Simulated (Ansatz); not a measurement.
# B₂O₂: ionisation energy by level of theory

How much energy removes an electron from B₂O₂ at fixed geometry? The cation is run at each level and the neutral's energy taken from earlier runs.

Program: Ansatz 0.2.0, Gaussian basis. Level of theory: unrestricted cation, the program's frozen cores in correlated methods. These are calculated values, not measurements.

The runs, in order: UKS PBE-D4/def2-TZVPP; UKS r2SCAN-D4/def2-TZVPP; UKS PBE0-D4/def2-TZVPP; UKS B3LYP-D4/def2-TZVPP; UKS wB97X-V/def2-TZVPP; UKS wB97M-V/def2-TZVPP; UKS B2PLYP/def2-TZVPP; UHF-CCSD(T)/def2-TZVPP; UHF-MP2/def2-QZVPP; extrapolation to the limit; then −ε(HOMO) from the neutral's earlier runs with LDA (SPW92), PBE-D4, revPBE-D4, BLYP-D4, r2SCAN-D4, B97M-V, PBE0-D4, B3LYP-D4, r2SCANh-D4, r2SCAN0-D4, HSE06-D4, BHLYP-D4, CAM-B3LYP-D4, LC-ωPBE, ωB97X-V, ωB97M-V.

**1. Structure used throughout**

All runs share one geometry, relaxed beforehand with PBE0-D4/def2-TZVP.

SMILES `O=BB=O`, 4 atoms, charge 0, spin multiplicity 1.

Atoms are counted from 1 here; the program's logs count them from 0.

Bond lengths: O1–B2 1.197 Å, B2–B3 1.640 Å, B3–O4 1.197 Å. Angles: O1–B2–B3 180.0°, B2–B3–O4 180.0°.

As a file:

```mol
B2O2
  3D, bonds by distance, orders not assigned

  4  3  0  0  0  0  0  0  0  0999 V2000
   -0.7431    0.4598    1.8176 O   0  0
   -0.3023    0.1870    0.7391 B   0  0
    0.3022   -0.1869   -0.7392 B   0  0
    0.7432   -0.4599   -1.8175 O   0  0
  1  2  8  0
  2  3  8  0
  3  4  8  0
M  END
```

**2. Cation, UKS PBE-D4/def2-TZVPP**

The input, in.yaml:

```yaml
crystal:
  periodic: [false, false, false]
  atoms:
    - {symbol: O, position_ang: [-0.743108, 0.459782, 1.817605]}
    - {symbol: B, position_ang: [-0.302266, 0.187031, 0.739110]}
    - {symbol: B, position_ang: [0.302169, -0.186931, -0.739172]}
    - {symbol: O, position_ang: [0.743195, -0.459883, -1.817542]}
basis:
  gaussian: {orbitals: def2-TZVPP}
total_charge: 1
magnetization: {spin_polarized: true, initial_magnetization: 1}
hamiltonian: {xc: pbe, dispersion: d4}
```

On the command line:

```sh
> ansatz run in.yaml --threads 4 --pin off --events-out ev --progress --plain --max-ram 10444MiB
```

The runs that follow: Cation, UKS r2SCAN-D4/def2-TZVPP; Cation, UKS PBE0-D4/def2-TZVPP; Cation, UKS B3LYP-D4/def2-TZVPP; Cation, UKS wB97X-V/def2-TZVPP; Cation, UKS wB97M-V/def2-TZVPP; Cation, UKS B2PLYP (frozen core)/def2-TZVPP; Cation, UHF-CCSD(T)/def2-TZVPP; Cation, UHF-MP2/def2-QZVPP.

Before running them: what should the planned runs give, taken together? Wanted: ionisation energy, CCSD(T)/CBS; nearest functional by difference; nearest −ε(HOMO); −ε(HOMO) of PBE; T1 of the cation.

As calculated:

| quantity | value |
| --- | --- |
| ionisation energy, CCSD(T)/CBS | 14.08 eV |
| nearest functional by difference | ωB97X-V (-0.31 eV) |
| nearest −ε(HOMO) | LC-ωPBE (-0.17 eV) |
| −ε(HOMO) of PBE | 9.46 eV |
| T1 of the cation | 0.047 |

**Reading.** Energy differences with functionals land within 0.97 eV of the reference. The PBE orbital energy is 4.6 eV too small: a semilocal HOMO is no ionisation energy. Among orbital estimates LC-ωPBE comes nearest. Hartree-Fock falls 1.87 eV short, as the neutral has more correlation energy than the cation. The cation's T1 (from the report) is 0.047, above the customary mark of 0.045 for open shells, so the coupled-cluster value is less safe. The cation may have settled in a state other than its lowest; no search over hole states beyond the program's own was made.
